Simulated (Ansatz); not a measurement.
# FGaH2OS: a ladder of functionals and wavefunction methods

One table from this session's results is given with a row withheld; the runs are named, their logs left out.

Program: Ansatz 0.2.0, Gaussian basis. Level of theory: functionals in def2-TZVPP, the program's frozen cores in correlated methods. These are calculated values, not measurements.

Levels to be run: PBE-D4, r2SCAN-D4, PBE0-D4, B3LYP-D4, ωB97X-V, ωB97M-V, B2PLYP; CCSD(T)/def2-TZVPP; CCSD(T)/def2-QZVPP; extrapolation to the limit.

## The relaxed structure

The geometry comes from an earlier relaxation with PBE0-D4 in a triple-zeta def2 set; it is a stationary point.

SMILES `[OH][Ga]([F])[SH]`, 6 atoms, charge 0, spin multiplicity 1.

Atoms are counted from 1 here; the program's logs count them from 0.

Bond lengths: O1–Ga2 1.767 Å, O1–H5 0.960 Å, Ga2–F3 1.744 Å, Ga2–S4 2.179 Å, S4–H6 1.345 Å. Angles: Ga2–O1–H5 114.3°, O1–Ga2–F3 114.7°, O1–Ga2–S4 127.1°, F3–Ga2–S4 118.2°, Ga2–S4–H6 91.7°.

The first run:

in.yaml

```yaml
crystal:
  periodic: [false, false, false]
  atoms:
    - {symbol: O, position_ang: [-0.485510, 1.819390, -0.060111]}
    - {symbol: Ga, position_ang: [0.211818, 0.211482, 0.167193]}
    - {symbol: F, position_ang: [1.674502, 0.178488, 1.116057]}
    - {symbol: S, position_ang: [-0.562473, -1.676605, -0.597431]}
    - {symbol: H, position_ang: [-1.288930, 1.831005, -0.584943]}
    - {symbol: H, position_ang: [0.450593, -2.363760, -0.040764]}
basis:
  gaussian: {orbitals: def2-TZVPP}
hamiltonian: {xc: pbe, dispersion: d4}
output: {forces: true, orbitals: {seedname: orbitals}}
```

The run is started by

```bash
$ ansatz run in.yaml --threads 2 --pin off --events-out ev --progress --plain --max-ram 32768MiB --backend cpu
```

Steps of the session up to this table: PBE-D4 (GGA); r2SCAN-D4 (meta-GGA); PBE0-D4 (hybrid); B3LYP-D4 (hybrid); ωB97X-V (range-separated); ωB97M-V (range-separated); B2PLYP (double hybrid); CCSD(T) in def2-TZVPP; CCSD(T) in def2-QZVPP.

One table of the session follows, with a row left open; its other results are not shown here.

It belongs to the step «Atomisation energies». 

| method | atomisation energy (eV) |
| --- | --- |
| PBE-D4 | 20.744 |
| r2SCAN-D4 | 20.545 |
| PBE0-D4 | 20.103 |
| B3LYP-D4 | 20.016 |
| ωB97X-V | 20.502 |
| ωB97M-V | 20.371 |
| B2PLYP | 20.089 |
| HF/def2-TZVPP | 13.798 |
| MP2/def2-TZVPP | 20.826 |
| CCSD/def2-TZVPP | 19.576 |
| CCSD(T)/def2-TZVPP | 20.014 |
| MP2/CBS | 21.399 |
| CCSD(T)/CBS | ? |

Q: Estimate the row for CCSD(T)/CBS from the others.

**Answer.** atomisation energy (eV): 20.587. In the column «atomisation energy (eV)» it lies between r2SCAN-D4 (20.545) and PBE-D4 (20.744).
